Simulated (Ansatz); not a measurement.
Here is an Ansatz input file for C2H6BrSi2, SMILES [SiH2]/C=C/[SiH2]Br. Write the same calculation for the Python package.

```yaml
crystal:
  periodic: [false, false, false]
  atoms:
    - { symbol: Si, position_ang: [-2.5022, 0.1323, -0.403] }
    - { symbol: C, position_ang: [-0.8021, -0.3417, 0.1398] }
    - { symbol: C, position_ang: [0.2737, 0.2508, -0.384] }
    - { symbol: Si, position_ang: [1.9734, -0.223, 0.1602] }
    - { symbol: Br, position_ang: [3.4938, 1.008, -0.9617] }
    - { symbol: H, position_ang: [-2.7227, 1.5595, -0.1266] }
    - { symbol: H, position_ang: [-3.4914, -0.6688, 0.3329] }
    - { symbol: H, position_ang: [-0.6975, -1.1136, 0.8963] }
    - { symbol: H, position_ang: [0.1687, 1.0231, -1.1401] }
    - { symbol: H, position_ang: [2.1108, 0.0232, 1.6034] }
    - { symbol: H, position_ang: [2.1955, -1.6498, -0.1173] }
basis:
  gaussian: { orbitals: cc-pVDZ }
hamiltonian:
  xc: hf
magnetization:
  spin_polarized: true
  initial_magnetization: 1.0
output:
  forces: true
```

On the command line:
```console
$ ansatz run input.yaml --threads 1 --pin off --max-ram 4096MiB --backend cpu --events-out ev --progress --plain --runs-dir out
Engine: ansatz 0.2.0, aarch64-unknown-linux-gnu
Functional definition: HF
  exchange = exact_x
  correlation = 0
1203 factors; integrals over basis functions are off by at most 1.0e-3 eV
mean field evaluation 1: about -87875.0099 eV, gradient 1.9e1 eV
mean field evaluation 2: about -87875.1115 eV, gradient 1.9e1 eV
mean field evaluation 4: about -87878.1194 eV, gradient 2.8e0 eV
mean field evaluation 8: about -87878.2692 eV, gradient 3.4e-1 eV
mean field evaluation 16: about -87878.2963 eV, gradient 2.4e-3 eV
mean field -87878.29630070 eV, -3229.4678230021 hartree, gradient 8.7e-5 eV, S^2 0.893253; 0 other end points of the search recorded, 0 dependent functions left out
the calculation of the forces begins
reference -87878.29630070 eV, -3229.4678230021 hartree; 41, 40 occupied and 80, 81 virtual orbitals, 1203 factors
Total energy: -87878.29630070 eV, -3229.4678230021 hartree
Atom 0 at    -2.502200     0.132300    -0.403000 Å, force    -0.426986    -0.051046     0.088392 eV/Å
Atom 1 at    -0.802100    -0.341700     0.139800 Å, force    -0.543486    -0.173617     0.150747 eV/Å
Atom 2 at     0.273700     0.250800    -0.384000 Å, force     0.621453     0.473253    -0.418967 eV/Å
Atom 3 at     1.973400    -0.223000     0.160200 Å, force     0.328649    -0.104305     0.142440 eV/Å
Atom 4 at     3.493800     1.008000    -0.961700 Å, force     0.006473    -0.064848     0.062960 eV/Å
Atom 5 at    -2.722700     1.559500    -0.126600 Å, force    -0.107483     0.378834    -0.167233 eV/Å
Atom 6 at    -3.491400    -0.668800     0.332900 Å, force    -0.349820    -0.206756     0.081104 eV/Å
Atom 7 at    -0.697500    -1.113600     0.896300 Å, force     0.152991    -0.187457    -0.018075 eV/Å
Atom 8 at     0.168700     1.023100    -1.140100 Å, force    -0.155354     0.035528    -0.038195 eV/Å
Atom 9 at     2.110800     0.023200     1.603400 Å, force     0.234591     0.072106     0.185650 eV/Å
Atom 10 at     2.195500    -1.649800    -0.117300 Å, force     0.238973    -0.171692    -0.068824 eV/Å
Dipole moment:    -0.300500    -0.194073     0.122015 e Å
```

The script, `run_energy.py`:
```python
# -*- coding: utf-8 -*-
'''Electronic structure of the C2H6BrSi2 molecule.'''

import ansatz as az
from ase import Atoms
import numpy as np

atoms = Atoms(['Si', 'C', 'C', 'Si', 'Br', 'H', 'H', 'H', 'H', 'H', 'H'], positions=[
    [-2.5022, 0.1323, -0.403],
    [-0.8021, -0.3417, 0.1398],
    [0.2737, 0.2508, -0.384],
    [1.9734, -0.223, 0.1602],
    [3.4938, 1.008, -0.9617],
    [-2.7227, 1.5595, -0.1266],
    [-3.4914, -0.6688, 0.3329],
    [-0.6975, -1.1136, 0.8963],
    [0.1687, 1.0231, -1.1401],
    [2.1108, 0.0232, 1.6034],
    [2.1955, -1.6498, -0.1173],
])
molecule = az.Crystal.molecule_from_ase(atoms)

calc = molecule.calculation().basis(gaussian='cc-pVDZ').functional('HF').spin('collinear', total=1).forces()
summary = calc.session().plan(threads=1).execute().report

print(f'E = {summary["free_energy_ev"]:.6f} eV = {summary["free_energy_ev"] / 27.211386246:.7f} Ha')
print('converged:', summary['converged'], ' doubts:', summary['published_state_doubts'] or 'none')

symbols = [site.symbol for site in molecule.cartesian_sites]
print('forces (eV/A)')
for symbol, f in zip(symbols, summary['forces_ev_ang']):
    print(f'  {symbol:2s} {f[0]:9.4f} {f[1]:9.4f} {f[2]:9.4f}')

charges = summary['charge_distribution']
dipole = np.array(charges['dipole_moment_e_ang']) * 4.803205
print('dipole (D): {:.3f} {:.3f} {:.3f}, length {:.3f}'.format(*dipole, np.linalg.norm(dipole)))
print('atom  Mulliken   Lowdin')
for symbol, m, l in zip(symbols, charges['mulliken_charges_e'], charges['lowdin_charges_e']):
    print(f'{symbol:4s} {m:9.3f} {l:8.3f}')
```

```console
$ python run_energy.py
E = -87878.296301 eV = -3229.4678230 Ha
converged: True  doubts: none
forces (eV/A)
  Si   -0.4270   -0.0510    0.0884
  C    -0.5435   -0.1736    0.1507
  C     0.6215    0.4733   -0.4190
  Si    0.3286   -0.1043    0.1424
  Br    0.0065   -0.0648    0.0630
  H    -0.1075    0.3788   -0.1672
  H    -0.3498   -0.2068    0.0811
  H     0.1530   -0.1875   -0.0181
  H    -0.1554    0.0355   -0.0382
  H     0.2346    0.0721    0.1857
  H     0.2390   -0.1717   -0.0688
dipole (D): -1.443 -0.932 0.586, length 1.815
atom  Mulliken   Lowdin
Si       0.383    0.258
C       -0.214   -0.101
C       -0.221   -0.099
Si       0.675    0.143
Br      -0.316    0.061
H       -0.095   -0.074
H       -0.111   -0.082
H        0.045    0.024
H        0.051    0.022
H       -0.098   -0.075
H       -0.099   -0.075
```

Reading the output:
- Total energies depend on the basis set; only differences at equal settings carry meaning.
- The geometry is a force-field or estimated start, not a minimum of this method, and the basis set is short of its limit.
- The species is open-shell (spin multiplicity 2).
- The Löwdin charges here are taken after orthogonalising the functions within each atom; they differ from plain Löwdin charges, and their signs can be unphysical.
- The expectation value of S² is noticeably off S(S+1) in at least one run, so that state is spin-contaminated.
- Run time: 9.3 s on 1 thread of Arm Neoverse V1 (shared host), peak memory 0.46 GiB.

(A comment or docstring line of the script was reworded after the run, the code is as it ran; lines on the test bed's own set-up are left out of the output.)
